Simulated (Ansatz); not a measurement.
# C3H7BSSi: one species, many methods

How much do the methods differ for C3H7BSSi? The plan is to run it at one geometry with functionals of several rungs and with coupled cluster, and see how far each lands from CCSD(T) at the basis-set limit for the atomisation energy.

Method: functionals in def2-TZVPP, the program's frozen cores in correlated methods; program: Ansatz 0.2.0, Gaussian basis.

The runs, in order: PBE-D4, r2SCAN-D4, PBE0-D4, B3LYP-D4, ωB97X-V, ωB97M-V, B2PLYP; CCSD(T)/def2-TZVPP; MP2/def2-QZVPP; extrapolation to the limit.

## (1) The relaxed structure

An earlier PBE0-D4 in a triple-zeta def2 set relaxation fixed the geometry.

SMILES `C#CSB[SiH2]C`, 13 atoms, charge 0, spin multiplicity 1.

Atoms are counted from 1 here; the program's logs count them from 0.

Bond lengths: C1–C2 1.248 Å, C1–H7 1.068 Å, C2–S3 1.632 Å, S3–B4 2.008 Å, B4–Si5 2.017 Å, B4–H8 1.195 Å, Si5–C6 1.878 Å, Si5–H9 1.493 Å, Si5–H10 1.495 Å, C6–H11 1.092 Å, C6–H12 1.092 Å, C6–H13 1.092 Å. Angles: C2–C1–H7 158.4°, C1–C2–S3 141.6°, C2–S3–B4 57.6°, S3–B4–Si5 110.6°, S3–B4–H8 107.6°, Si5–B4–H8 126.0°, B4–Si5–C6 112.7°, B4–Si5–H9 110.0°, B4–Si5–H10 109.2°, C6–Si5–H9 109.6°, C6–Si5–H10 109.0°, H9–Si5–H10 106.2°, Si5–C6–H11 110.9°, Si5–C6–H12 110.6°, Si5–C6–H13 111.0°, H11–C6–H12 108.2°, H11–C6–H13 108.0°, H12–C6–H13 108.0°.

## (2) PBE-D4 (GGA)

File in.yaml:

```yaml
crystal:
  periodic: [false, false, false]
  atoms:
    - {symbol: C, position_ang: [-1.263584, 0.091377, 1.631058]}
    - {symbol: C, position_ang: [-1.953294, -0.529951, 0.797333]}
    - {symbol: S, position_ang: [-1.830010, -1.648022, -0.384861]}
    - {symbol: B, position_ang: [-0.282162, -1.157687, 0.796290]}
    - {symbol: Si, position_ang: [1.140162, -0.193989, -0.260650]}
    - {symbol: C, position_ang: [0.437016, 1.154503, -1.362337]}
    - {symbol: H, position_ang: [-1.036552, 0.768053, 2.426177]}
    - {symbol: H, position_ang: [-0.101702, -2.066390, 1.551198]}
    - {symbol: H, position_ang: [1.906721, -1.169248, -1.091733]}
    - {symbol: H, position_ang: [2.126417, 0.415071, 0.683428]}
    - {symbol: H, position_ang: [-0.262964, 0.737676, -2.089428]}
    - {symbol: H, position_ang: [1.235680, 1.660203, -1.909332]}
    - {symbol: H, position_ang: [-0.095428, 1.903802, -0.772342]}
basis:
  gaussian: {orbitals: def2-TZVPP}
hamiltonian: {xc: pbe, dispersion: d4}
output: {forces: true, orbitals: {seedname: orbitals}}
```

Started as:

```
ansatz run in.yaml --threads 4 --pin off --events-out ev --progress --plain --max-ram 10444MiB
```

The runs that follow: r2SCAN-D4 (meta-GGA); PBE0-D4 (hybrid); B3LYP-D4 (hybrid); ωB97X-V (range-separated); ωB97M-V (range-separated); B2PLYP (double hybrid); CCSD(T) in def2-TZVPP; MP2 in def2-QZVPP.

**Question.** What will the summary of the whole plan be? Wanted: atomisation energy, CCSD(T)/CBS; farthest; mean size of error, hybrid; mean size of error, range-separated; gap, smallest and largest; T1 diagnostic; triples share of the correlation energy.

The runs gave:

```
                               quantity                                value
        atomisation energy, CCSD(T)/CBS                      1158.3 kcal/mol
functionals within 5.8 kcal/mol (0.5 %)                    B3LYP-D4, ωB97X-V
                               farthest              PBE-D4 (+34.1 kcal/mol)
             mean size of error, hybrid                         8.1 kcal/mol
    mean size of error, range-separated                         6.6 kcal/mol
              gap, smallest and largest  3.39 eV (PBE-D4), 9.82 eV (ωB97X-V)
                          T1 diagnostic                               0.0134
triples share of the correlation energy                                5.0 %
```

What this shows: PBE-D4 misses by +34.1 kcal/mol. Double hybrids carry the basis error of their MP2 part in triple zeta, and no dispersion term here, so their miss is partly the set-up's. Misses under about 5.8 kcal/mol are within the doubt on the reference itself, which lacks core-valence correlation, relativity and higher excitations. Hartree-Fock recovers 73 % of the binding; the rest is correlation. The gap grows from 3.4 to 9.8 eV across the functionals, mostly with the share of exact exchange.
